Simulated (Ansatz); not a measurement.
# ScTi2O2: the cost of one run

Method: DFT PBE, scalar-relativistic, plane waves, PAW, unless a step names another level, in Ansatz 0.2.0.

## (1) The starting structure

Symmetry: R-3m, No. 166, trigonal system. The conventional cell has a = 3.048 Å, b = 3.048 Å, c = 22.228 Å, α = 90.00°, β = 90.00°, γ = 120.00°. Sc (site symmetry -3m) is surrounded by 6 O at 2.19 Å. Ti (site symmetry 3m) has 3 O at 2.17 Å in its first shell of neighbours. O (site symmetry 3m) has 3 Ti at 2.17 Å and 3 Sc at 2.19 Å in its first shell of neighbours.

As a file:

```
CELL_PARAMETERS angstrom
1.52405 0.87991 7.40941
-1.52405 0.87991 7.40941
0.00000 -1.75982 7.40941
ATOMIC_POSITIONS crystal
Sc 0.00000 0.00000 0.00000
Ti 0.78251 0.78251 0.78251
Ti 0.21749 0.21749 0.21749
O 0.39171 0.39171 0.39171
O 0.60829 0.60829 0.60829
```

It came out lowest among 18 distinct ends of the trial cells. At a tolerance of 0.05 Å it has space group R-3m (No. 166).

## (2) Tight relaxation for the response runs, on the response runs' mesh and smearing

The input, input.yaml:

```yaml
crystal:
  lattice:
    - [1.5240467127, 0.8799087798, 7.4094119927]
    - [-1.5240467127, 0.8799087798, 7.4094119927]
    - [0.0, -1.7598175596, 7.4094119927]
  atoms:
    - { symbol: Sc, position: [0.0, 0.0, 0.0] }
    - { symbol: Ti, position: [0.782509545, 0.782509545, 0.782509545] }
    - { symbol: Ti, position: [0.217490455, 0.217490455, 0.217490455] }
    - { symbol: O, position: [0.3917131298, 0.3917131298, 0.3917131298] }
    - { symbol: O, position: [0.6082868702, 0.6082868702, 0.6082868702] }
basis:
  ecutwfc: 420
kpoints:
  mp_grid: { grid: [12, 12, 12] }
hamiltonian:
  xc: pbe
scf:
  occupations: { method: gaussian, width: 0.1 }
output:
  forces: true
  stress: true
  eigenvalues: true
relax:
  adjacent_minimum: "off"
  f_tol: 0.001
  max_steps: 60
  cell: { stress_tol: 0.01 }
```

Launch:

```
> ansatz run input.yaml --threads 3 --pin off --max-ram 7680MiB --backend cpu --events-out ev --progress --plain --runs-dir out
```

What time and memory should one allow on 3 threads of AMD EPYC 9R45 (Zen 5), shared host?

About 11 s, with a peak of 0.63 GiB.
